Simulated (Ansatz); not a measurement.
# BeBr+ (triplet): from a generated start to a stationary point

Aim: relax a generated start of BeBr+ (triplet) and see which bonds hold.

The runs use Ansatz 0.2.0, Gaussian basis; UKS PBE0/def2-TZVP.

### 1 Starting geometry

2 atoms, charge 1, spin multiplicity 3.

Atoms are counted from 1 here; the program's logs count them from 0.

Bond lengths: Br1–Be2 2.046 Å.

As a file:

```xyz
2

Br    0.0000    0.0000    0.0000
Be    0.0000    0.0000    2.0460
```

The start is set by covalent radii. Sticks and bond lists go by distance. No spin-orbit coupling is included. 

### 2 Relaxation

in.yaml

```yaml
crystal:
  periodic: [false, false, false]
  atoms:
    - {symbol: Br, position_ang: [0.000000, 0.000000, 0.000000]}
    - {symbol: Be, position_ang: [0.000000, 0.000000, 2.046000]}
basis:
  gaussian: {orbitals: def2-TZVP}
total_charge: 1
magnetization: {spin_polarized: true, initial_magnetization: 2}
hamiltonian: {xc: pbe0}
relax: {f_tol: 0.004, max_steps: 80}
```

Run with:

```console
> ansatz run in.yaml --threads 1 --pin off --events-out ev --progress --plain --max-ram 2176MiB
```

Before running it: what results should come out? Wanted: energy gained; shift from the start; total energy; ⟨S²⟩.

**Answer**, as computed:

| quantity | value |
| --- | --- |
| steps | 5 |
| energy gained | 0.184 eV |
| shift from the start (rms) | 0.119 Å |
| total energy | -70427.6471 eV |
| ⟨S²⟩ | 2.004 |

What this shows: The bonds of the start are those of the end. Br1–Be2 went from 2.046 to 2.283 Å. No vibrations were run, so this is a stationary point, not a proven minimum, and this spin need not be the ground state's.
